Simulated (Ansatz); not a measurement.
**C2H4FI: how energies converge with the basis set**

An exercise on one series of results from a longer session: the logs are not shown, and one member is left open.

Computed with Ansatz 0.2.0, Gaussian basis. Level: one geometry, several basis sets.

Levels to be run: PBE0-D4/def2-SVP; ωB97M-V/def2-SVP; PBE0-D4/def2-QZVPP; ωB97M-V/def2-QZVPP; the functionals' def2-TZVPP values are taken from earlier runs.

## The relaxed structure

An earlier PBE0-D4 in a triple-zeta def2 set relaxation fixed the geometry. I takes the def2 core potential; no spin-orbit term is included.

SMILES `CC(F)I`, 8 atoms, charge 0, spin multiplicity 1.

Atoms are counted from 1 here; the program's logs count them from 0.

Bond lengths: C1–C2 1.498 Å, C1–H5 1.090 Å, C1–H6 1.090 Å, C1–H7 1.094 Å, C2–F3 1.361 Å, C2–I4 2.166 Å, C2–H8 1.090 Å. Angles: C2–C1–H5 110.8°, C2–C1–H6 110.4°, C2–C1–H7 108.8°, H5–C1–H6 109.0°, H5–C1–H7 109.0°, H6–C1–H7 109.0°, C1–C2–F3 110.5°, C1–C2–I4 111.4°, C1–C2–H8 113.7°, F3–C2–I4 108.6°, F3–C2–H8 108.3°, I4–C2–H8 104.0°.

Set-up of the first run:

in.yaml

```yaml
crystal:
  periodic: [false, false, false]
  atoms:
    - {symbol: C, position_ang: [0.289031, 0.774140, 0.030254]}
    - {symbol: C, position_ang: [-0.053150, -0.682948, 0.083216]}
    - {symbol: F, position_ang: [0.832012, -1.407933, -0.653818]}
    - {symbol: I, position_ang: [-2.047857, -1.053948, -0.673890]}
    - {symbol: H, position_ang: [0.249004, 1.143650, -0.994620]}
    - {symbol: H, position_ang: [-0.405706, 1.349830, 0.641578]}
    - {symbol: H, position_ang: [1.302721, 0.912032, 0.418350]}
    - {symbol: H, position_ang: [-0.073954, -1.092023, 1.093031]}
basis:
  gaussian: {orbitals: def2-SVP}
hamiltonian: {xc: pbe0, dispersion: d4}
output: {orbitals: {seedname: orbitals}}
```

Steps of the session up to this table: PBE0-D4 in def2-SVP; ωB97M-V in def2-SVP; PBE0-D4 in def2-QZVPP; ωB97M-V in def2-QZVPP.

One of the session's tables, all rows but one given; the rest of the session is left out.

It belongs to the step «Density functionals: the series». 

| functional | basis | HOMO (eV) |
| --- | --- | --- |
| PBE0-D4 | def2-SVP | -7.38 |
| PBE0-D4 | def2-TZVPP | ? |
| PBE0-D4 | def2-QZVPP | -7.49 |
| ωB97M-V | def2-SVP | -9.54 |
| ωB97M-V | def2-TZVPP | -9.65 |
| ωB97M-V | def2-QZVPP | -9.67 |

Q: Estimate the row for PBE0-D4, def2-TZVPP from the others.

**Answer.** HOMO (eV): -7.47. In the column «HOMO (eV)» it lies between PBE0-D4, def2-QZVPP (-7.49) and PBE0-D4, def2-SVP (-7.38).
